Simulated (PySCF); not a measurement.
# PbCl−: from the state search to spectroscopic constants

An exercise on one series of results from a longer session: the logs are not shown, and one member is left open.

The runs use PySCF 2.14.0; Pb def2-SVPD with ECP60, Cl def2-SVPD, scalar-relativistic core potentials.

Set-up of the first run:

The job is set up so:

| Item | Value |
| --- | --- |
| atoms | Pb, Cl |
| charge | -1 |
| basis | Pb def2-SVPD with ECP60, Cl def2-SVPD |
| Hamiltonian | scalar-relativistic core potentials |
| basis functions | 59 |
| electrons treated | 40 |
| masses in u | 207.9766, 34.9689 |
| levels | PBE0, PBE, r²SCAN, r²SCANh, B2PLYP, r²SCAN0, CAM-B3LYP, HF, MP2, SCS-MP2 |
| grid | 80 radial by 434 angular points |
| occupations | held fixed by the projection of orbital angular momentum |
| dissociation limit | Pb + Cl−, each in its ground configuration |
| starting distance in angstrom | 2.465 |
| values of 2S to try | 0, 2 |

On the command line:

```sh
> OMP_NUM_THREADS=1 python dia.py task.json out
```

Steps of the session up to this table: Set-up; First curve: PBE0; Other states along the same grid; PBE; r²SCAN; r²SCANh; B2PLYP (double hybrid); r²SCAN0 (hybrid meta-GGA); CAM-B3LYP; UHF (mean field).

One of the session's tables, all rows but one given; the rest of the session is left out.

Energy (eV) from each level's lowest point:

| R (Å) | UHF | UHF-MP2 | UHF-SCS-MP2 | PBE | r²SCAN |
| --- | --- | --- | --- | --- | --- |
| 2.333 | 0.778 | 0.687 | 0.724 | 0.644 | 0.604 |
| 2.442 | 0.376 | 0.307 | 0.333 | 0.282 | 0.254 |
| 2.550 | 0.148 | 0.102 | 0.117 | 0.089 | 0.073 |
| 2.632 | 0.055 | 0.027 | 0.034 | 0.022 | 0.014 |
| 2.713 | ? | ? | ? | ? | ? |
| 2.794 | 0.000 | 0.008 | 0.001 | 0.011 | 0.019 |
| 2.903 | 0.022 | 0.054 | 0.039 | 0.061 | 0.078 |
| 3.039 | 0.085 | 0.146 | 0.121 | 0.156 | 0.183 |
| 3.201 | 0.185 | 0.279 | 0.244 | 0.290 | 0.328 |
| 3.418 | 0.325 | 0.459 | 0.414 | 0.471 | 0.522 |

Estimate the missing values for R (Å) = 2.713.

Worked estimate for «UHF». A straight line through the neighbours (2.632, 0.055) and (2.794, 0.000) gives 0.055 + (0.000 − 0.055) × (2.713 − 2.632) / (2.794 − 2.632) = 0.028; a parabola fitted to 4 rows on both sides gives 0.012.

As computed: UHF: 0.011; UHF-MP2: 0.000; UHF-SCS-MP2: 0.000; PBE: 0.000; r²SCAN: 0.000. In «UHF» the line misses by +0.017 and the parabola by +0.001.
